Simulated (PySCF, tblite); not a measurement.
**C₂H₄F₃GeOP: dynamics, then NMR shifts on frames**

How do NMR shifts of C₂H₄F₃GeOP (`O=[C]([GeH2][PH2])C(F)(F)F`) change as the atoms move?

The runs use tblite 0.8.0 and PySCF 2.14.0, with density-fitted response routines of our own; the level of theory stands in each step. All values are computed, except where a source is named. Atoms are numbered from 0 throughout.

### 1 The starting structure

12 atoms, charge 0, multiplicity 1; geometry from: GFN2-xTB.

Bonds of the start (Å): O0–C1 1.20, C1–Ge2 1.99, Ge2–P3 2.31, C1–C4 1.53, C4–F5 1.34, C4–F6 1.33, C4–F7 1.35, Ge2–H8 1.51, Ge2–H9 1.51, P3–H10 1.39, P3–H11 1.39.

### 2 A short Langevin run with GFN2-xTB

Job settings and geometry (Å):

```
{"job": {"kind": "md", "xc": "GFN2-xTB", "basis": "xTB", "temperature": 200, "steps": 2000, "every": 50, "frames": 5}, "charge": 0, "multiplicity": 1}
O     -1.130663    -2.008243     0.743260
C     -0.861642    -0.926226     0.310450
Ge     0.634428    -0.420943    -0.895811
P      2.534932    -0.049024     0.355303
C     -1.672307     0.324766     0.673832
F     -2.375005     0.725299    -0.396398
F     -2.499365     0.232360     1.705624
F     -0.794857     1.322253     0.936774
H      0.796469    -1.620437    -1.791839
H      0.104366     0.708047    -1.748513
H      3.189783     0.528044    -0.731185
H      2.075060     1.183418     0.812476
```

Level: GFN2-xTB Langevin dynamics, gas phase.

Run with:

```bash
$ OMP_NUM_THREADS=1 python probes_run.py task.json out
```

The driver reads the jobs from task.json and runs them one after another.

Log:

```text
t/fs     T/K      E/eV
    0.0   174.3   -789.37215
   25.0   161.8   -789.21766
   50.0   156.0   -789.10466
   75.0   160.0   -789.06302
  100.0   222.0   -789.21160
  125.0   227.3   -789.20057
  150.0   182.0   -789.20346
  175.0   130.6   -789.07877
  200.0   190.6   -789.14703
  225.0   192.9   -789.14561
  250.0   225.6   -789.13010
  275.0   236.7   -789.16079
  300.0   191.0   -789.03657
  325.0   212.1   -789.01275
  350.0   369.9   -789.17723
  375.0   208.6   -788.96441
  400.0   287.6   -789.02949
  425.0   256.6   -789.06151
  450.0   187.0   -789.10378
  475.0   234.3   -789.20749
  500.0   128.9   -789.11001
  525.0   147.2   -789.13847
  550.0   141.7   -789.07028
  575.0   152.7   -789.11544
  600.0   229.9   -789.17261
  625.0   194.2   -789.11396
  650.0   220.5   -789.11268
  675.0   216.0   -789.08254
  700.0   235.6   -789.16578
  725.0   182.4   -789.13264
  750.0   218.7   -789.20605
  775.0   171.0   -789.04472
  800.0   159.1   -789.06952
  825.0   207.7   -789.13449
  850.0   141.8   -789.10416
  875.0   171.2   -789.10464
  900.0   140.8   -789.10726
  925.0   225.1   -789.08565
  950.0   177.2   -789.06059
  975.0   132.7   -789.05135
 1000.0   172.5   -789.15020
```

Run time: 20 s. Hardware: 1 thread of Arm Neoverse N1, shared host; peak memory 0.18 GiB.

Distance from the start (root mean square after alignment): 0 fs 0.00 Å, 200 fs 0.30 Å, 400 fs 0.43 Å, 600 fs 0.22 Å, 800 fs 0.26 Å, 1000 fs 0.19 Å.

Positions (Å) and forces (eV/Å) at 1000 fs:

```xyz
12

O    -1.695   -1.875    1.386    0.773    0.627   -1.102
C    -1.230   -1.124    0.554   -0.673    0.110    1.274
Ge    0.528   -0.981   -0.338    0.555   -0.779    0.226
P     2.074   -0.248    1.219   -0.121   -0.244    0.327
C    -2.022    0.103    0.108   -0.251    1.857    0.349
F    -2.559   -0.119   -1.066   -0.568   -0.486   -0.789
F    -2.968    0.634    0.913    0.355   -0.713   -0.161
F    -1.200    1.204   -0.144    0.175   -0.923    0.461
H     0.802   -2.433   -0.686    0.082    0.084    0.023
H     0.374   -0.288   -1.637   -0.173    0.239   -0.334
H     3.130    0.032    0.360   -0.150   -0.006   -0.253
H     1.577    1.041    1.181   -0.006    0.235   -0.020
```

### 3 Shielding tensors: 250 fs, PBE0/pcSseg-1

Job settings and geometry (Å):

```
{"job": {"kind": "nmr", "xc": "PBE0", "basis": "pcSseg-1", "pop": false}, "charge": 0, "multiplicity": 1}
O     -1.575200    -1.955200     0.740700
C     -1.161600    -0.911700     0.355300
Ge     0.516600    -0.539600    -0.577200
P      2.326900     0.317800     0.648200
C     -1.958400     0.402900     0.706700
F     -2.222700     1.064900    -0.415200
F     -3.012500     0.284700     1.463300
F     -1.097400     1.198700     1.406700
H      0.954800    -1.793300    -1.264000
H      0.165800     0.468000    -1.798500
H      3.020700     0.462000    -0.609300
H      1.970500     1.660800     0.616200
```

Method: GIAO PBE0/pcSseg-1 NMR shielding, non-relativistic, gas phase.

Log:

```text
coarse grid: 55160 points
cycle   1  E = -2870.3219439469  dE =  5.433e-01  |g| = 1.406e+00  |ddm| = 3.295e+00
cycle   2  E = -2869.5394769641  dE =  7.825e-01  |g| = 2.495e+00  |ddm| = 2.318e+00
cycle   3  E = -2870.5586283259  dE = -1.019e+00  |g| = 4.423e-01  |ddm| = 1.880e+00
cycle   4  E = -2870.5891481332  dE = -3.052e-02  |g| = 1.366e-01  |ddm| = 3.324e-01
cycle   5  E = -2870.5918644445  dE = -2.716e-03  |g| = 3.272e-02  |ddm| = 9.027e-02
cycle   6  E = -2870.5920054897  dE = -1.410e-04  |g| = 9.136e-03  |ddm| = 2.010e-02
cycle   7  E = -2870.5920178700  dE = -1.238e-05  |g| = 1.854e-03  |ddm| = 8.084e-03
cycle   8  E = -2870.5920185284  dE = -6.584e-07  |g| = 6.606e-04  |ddm| = 2.219e-03
final grid: 114888 points
cycle   9  E = -2870.5919745804  dE =  9.449e-08  |g| = 1.107e-03  |ddm| = 1.520e-03
cycle  10  E = -2870.5919740425  dE =  5.379e-07  |g| = 2.084e-03  |ddm| = 1.911e-03
cycle  11  E = -2870.5919747810  dE = -7.384e-07  |g| = 2.225e-04  |ddm| = 1.293e-03
cycle  12  E = -2870.5919747893  dE = -8.366e-09  |g| = 1.999e-05  |ddm| = 1.458e-04
cycle  13  E = -2870.5919747894  dE = -6.185e-11  |g| = 4.395e-06  |ddm| = 2.156e-05
converged SCF energy = -2870.5919747894

GIAO shielding tensors (ppm)
atom      isotropic    diamagn.    paramagn.     s11        s22        s33       span
  0 O     -461.399     396.153    -857.552  -1260.839   -487.386    364.029   1624.868
  1 C      -32.410     254.005    -286.415   -137.481    -28.220     68.472    205.953
  2 Ge    1548.560    2757.704   -1209.144   1495.628   1555.282   1594.769     99.141
  3 P      579.929     965.006    -385.077    509.833    580.372    649.581    139.748
  4 C       62.358     247.243    -184.885     46.516     56.350     84.208     37.692
  5 F      264.034     475.094    -211.060    187.236    273.285    331.581    144.345
  6 F      288.192     466.150    -177.959    223.111    302.070    339.395    116.283
  7 F      247.383     477.800    -230.418    161.143    245.666    335.339    174.196
  8 H       27.660      29.723      -2.063     20.912     22.556     39.512     18.601
  9 H       25.132      28.130      -2.998     19.412     21.785     34.199     14.787
 10 H       29.195      27.502       1.694     23.827     26.422     37.337     13.510
 11 H       29.502      29.083       0.419     23.952     27.327     37.228     13.276
```

It took 42 s on 1 thread of Arm Neoverse N1, shared host; peak memory 0.82 GiB.

Shifts follow as δ = σ(reference) − σ, with reference shieldings (ppm) from runs at the same level and on the same kind of geometry: 1H TMS 31.72, 13C TMS 186.9, 19F CFCl3 170.9, 17O H2O 336.1, 31P H3PO4 318.4, 73Ge GeMe4 1331. The references are single molecules in the gas phase, so shifts against H2O, NH3, PH3, H3PO4 or CFCl3 are not on the usual liquid scales and can be off by tens of ppm. Each atom is listed at this fixed geometry, with no averaging over motion; a spectrum would average atoms that exchange fast.

| atoms | environment | σ (ppm) | δ (ppm) |
| --- | --- | --- | --- |
| C1 | carbonyl carbon | -32.4 | 219.3 |
| C4 | CF3 carbon | 62.4 | 124.6 |
| H9 | hydrogen on a germanium bonded to C, P | 25.13 | 6.59 |
| H8 | hydrogen on a germanium bonded to C, P | 27.66 | 4.06 |
| H10 | hydrogen on a phosphorus bonded to Ge | 29.20 | 2.52 |
| H11 | hydrogen on a phosphorus bonded to Ge | 29.50 | 2.21 |
| O0 | carbonyl oxygen | -461.4 | 797.5 |
| Ge2 | germanium bonded to C, P, 2 H | 1549 | -218 |
| P3 | phosphorus bonded to Ge, 2 H | 579.9 | -261.6 |
| F7 | fluorine of a CF3 group | 247.4 | -76.4 |
| F5 | fluorine of a CF3 group | 264.0 | -93.1 |
| F6 | fluorine of a CF3 group | 288.2 | -117.2 |

### 4 NMR shieldings: 425 fs, PBE0/pcSseg-1

Job settings and geometry (Å):

```
{"job": {"kind": "nmr", "xc": "PBE0", "basis": "pcSseg-1", "pop": false}, "charge": 0, "multiplicity": 1}
O     -1.713700    -1.845800     1.303800
C     -1.282200    -0.944500     0.644100
Ge     0.491100    -1.076000    -0.312000
P      2.009000     0.110500     1.047000
C     -2.067000     0.388000     0.527000
F     -2.133600     0.780100    -0.812600
F     -3.292400     0.464100     1.047400
F     -1.240400     1.287600     1.068300
H      0.582700    -2.604900    -0.171700
H      0.113800    -0.885300    -1.738000
H      3.181700    -0.299400     0.336300
H      1.886100     1.183600     0.275100
```

With the program's defaults for keys left out, this is: GIAO PBE0/pcSseg-1 NMR shielding, non-relativistic, gas phase.

Log:

```text
coarse grid: 55160 points
cycle   1  E = -2870.3055882565  dE =  4.733e-01  |g| = 1.417e+00  |ddm| = 3.298e+00
cycle   2  E = -2869.4676595320  dE =  8.379e-01  |g| = 2.558e+00  |ddm| = 2.534e+00
cycle   3  E = -2870.5502523727  dE = -1.083e+00  |g| = 4.507e-01  |ddm| = 2.091e+00
cycle   4  E = -2870.5816407219  dE = -3.139e-02  |g| = 1.447e-01  |ddm| = 3.603e-01
cycle   5  E = -2870.5847252328  dE = -3.085e-03  |g| = 3.623e-02  |ddm| = 1.009e-01
cycle   6  E = -2870.5848983991  dE = -1.732e-04  |g| = 9.535e-03  |ddm| = 2.281e-02
cycle   7  E = -2870.5849123130  dE = -1.391e-05  |g| = 2.121e-03  |ddm| = 9.144e-03
cycle   8  E = -2870.5849132385  dE = -9.255e-07  |g| = 7.291e-04  |ddm| = 2.653e-03
final grid: 114888 points
cycle   9  E = -2870.5849182348  dE =  1.618e-07  |g| = 1.295e-03  |ddm| = 1.998e-03
cycle  10  E = -2870.5849174262  dE =  8.086e-07  |g| = 2.507e-03  |ddm| = 2.449e-03
cycle  11  E = -2870.5849185212  dE = -1.095e-06  |g| = 2.498e-04  |ddm| = 1.665e-03
cycle  12  E = -2870.5849185322  dE = -1.099e-08  |g| = 2.610e-05  |ddm| = 1.826e-04
cycle  13  E = -2870.5849185323  dE = -1.128e-10  |g| = 5.059e-06  |ddm| = 2.791e-05
converged SCF energy = -2870.5849185323

GIAO shielding tensors (ppm)
atom      isotropic    diamagn.    paramagn.     s11        s22        s33       span
  0 O     -471.428     395.219    -866.646  -1267.852   -489.316    342.885   1610.737
  1 C      -38.822     254.150    -292.973   -154.597    -29.346     67.477    222.074
  2 Ge    1511.462    2757.619   -1246.157   1428.693   1498.240   1607.452    178.759
  3 P      624.516     965.602    -341.086    550.428    632.203    690.917    140.490
  4 C       57.927     247.505    -189.578     40.715     50.130     82.935     42.220
  5 F      233.198     476.935    -243.737    132.113    218.587    348.895    216.782
  6 F      278.889     466.566    -187.678    203.028    288.139    345.498    142.470
  7 F      256.842     477.283    -220.441    181.340    279.833    309.353    128.013
  8 H       27.077      29.162      -2.084     20.967     22.063     38.201     17.235
  9 H       26.578      29.615      -3.037     19.709     22.446     37.579     17.870
 10 H       29.484      27.701       1.784     23.721     25.704     39.027     15.306
 11 H       30.941      30.514       0.426     24.865     28.514     39.443     14.579
```

It took 41 s on 1 thread of Arm Neoverse N1, shared host; peak memory 0.87 GiB.

Key values: δ C1 225.7, C4 129.0, O0 807.5, Ge2 -181, H9 5.14, H8 4.64 ppm.

[end of part 1 of 2]
